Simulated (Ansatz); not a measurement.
**C3H5BrO: up Jacob's ladder to CCSD(T)**

How much do the methods differ for C3H5BrO? The plan is to run it at one geometry with functionals of several rungs and with coupled cluster. The yardstick is the atomisation energy at the CCSD(T) limit.

Method: functionals in def2-TZVPP, the program's frozen cores in correlated methods; program: Ansatz 0.2.0, Gaussian basis.

Plan: PBE-D4, r2SCAN-D4, PBE0-D4, B3LYP-D4, ωB97X-V, ωB97M-V, B2PLYP; CCSD(T)/def2-TZVPP; MP2/def2-QZVPP; extrapolation to the limit.

## 1. Structure used throughout

The geometry comes from an earlier relaxation with PBE0-D4 in a triple-zeta def2 set; it is a stationary point, not always the lowest conformer.

SMILES `O/C=C\CBr`, 10 atoms, charge 0, spin multiplicity 1.

Atoms are counted from 1 here; the program's logs count them from 0.

Bond lengths: O1–C2 1.353 Å, O1–H6 0.959 Å, C2–C3 1.330 Å, C2–H7 1.086 Å, C3–C4 1.471 Å, C3–H8 1.083 Å, C4–Br5 1.976 Å, C4–H9 1.086 Å, C4–H10 1.087 Å. Angles: C2–O1–H6 109.9°, O1–C2–C3 122.5°, O1–C2–H7 116.4°, C3–C2–H7 121.1°, C2–C3–C4 123.7°, C2–C3–H8 117.7°, C4–C3–H8 118.7°, C3–C4–Br5 111.5°, C3–C4–H9 112.6°, C3–C4–H10 112.9°, Br5–C4–H9 105.1°, Br5–C4–H10 103.8°, H9–C4–H10 110.3°.

## 2. PBE-D4 (GGA)

Input file in.yaml:

```yaml
crystal:
  periodic: [false, false, false]
  atoms:
    - {symbol: O, position_ang: [-0.904680, 0.902430, 1.252839]}
    - {symbol: C, position_ang: [0.332691, 0.873849, 0.706225]}
    - {symbol: C, position_ang: [0.696387, -0.036386, -0.193387]}
    - {symbol: C, position_ang: [-0.195725, -1.097450, -0.686550]}
    - {symbol: Br, position_ang: [-0.783842, -0.746798, -2.540557]}
    - {symbol: H, position_ang: [-0.971818, 1.634217, 1.868586]}
    - {symbol: H, position_ang: [1.027686, 1.637055, 1.044463]}
    - {symbol: H, position_ang: [1.701608, 0.023451, -0.590728]}
    - {symbol: H, position_ang: [-1.112389, -1.174804, -0.109489]}
    - {symbol: H, position_ang: [0.293384, -2.066566, -0.748402]}
basis:
  gaussian: {orbitals: def2-TZVPP}
hamiltonian: {xc: pbe, dispersion: d4}
output: {forces: true, orbitals: {seedname: orbitals}}
```

The run is started by

```sh
ansatz run in.yaml --threads 4 --pin off --events-out ev --progress --plain --max-ram 10444MiB
```

After this run come: r2SCAN-D4 (meta-GGA); PBE0-D4 (hybrid); B3LYP-D4 (hybrid); ωB97X-V (range-separated); ωB97M-V (range-separated); B2PLYP (double hybrid); CCSD(T) in def2-TZVPP; MP2 in def2-QZVPP.

Before running them: what should the planned runs give, taken together? Wanted: atomisation energy, CCSD(T)/CBS; farthest; mean size of error, hybrid; mean size of error, range-separated; gap, smallest and largest; T1 diagnostic; triples share of the correlation energy.

**Answer**, as computed:

| quantity | value |
| --- | --- |
| atomisation energy, CCSD(T)/CBS | 3898.5 kJ/mol |
| functionals within 39.0 kJ/mol (1.0 %) | r2SCAN-D4, PBE0-D4, B3LYP-D4, ωB97X-V, ωB97M-V |
| farthest | PBE-D4 (+126.4 kJ/mol) |
| mean size of error, hybrid | 19.1 kJ/mol |
| mean size of error, range-separated | 4.2 kJ/mol |
| gap, smallest and largest | 4.25 eV (PBE-D4), 10.80 eV (ωB97X-V) |
| T1 diagnostic | 0.0102 |
| triples share of the correlation energy | 4.0 % |

In words: PBE-D4 misses by +126.4 kJ/mol. Double hybrids carry the basis error of their MP2 part in triple zeta, and no dispersion term here, so their miss is partly the set-up's. The reference freezes the cores and leaves out relativity and excitations past (T), and its outer-core shells are covered unevenly, so misses under about 39.0 kJ/mol can't be ranked. All levels share the lack of spin-orbit coupling, which lowers the free heavy atoms and so the true binding. Hartree-Fock recovers 71 % of the binding; the rest is correlation. Orbital gaps span 4.2 to 10.8 eV; exact exchange widens them. Correlated methods include outer-core shells of Br, which these sets cover unevenly.
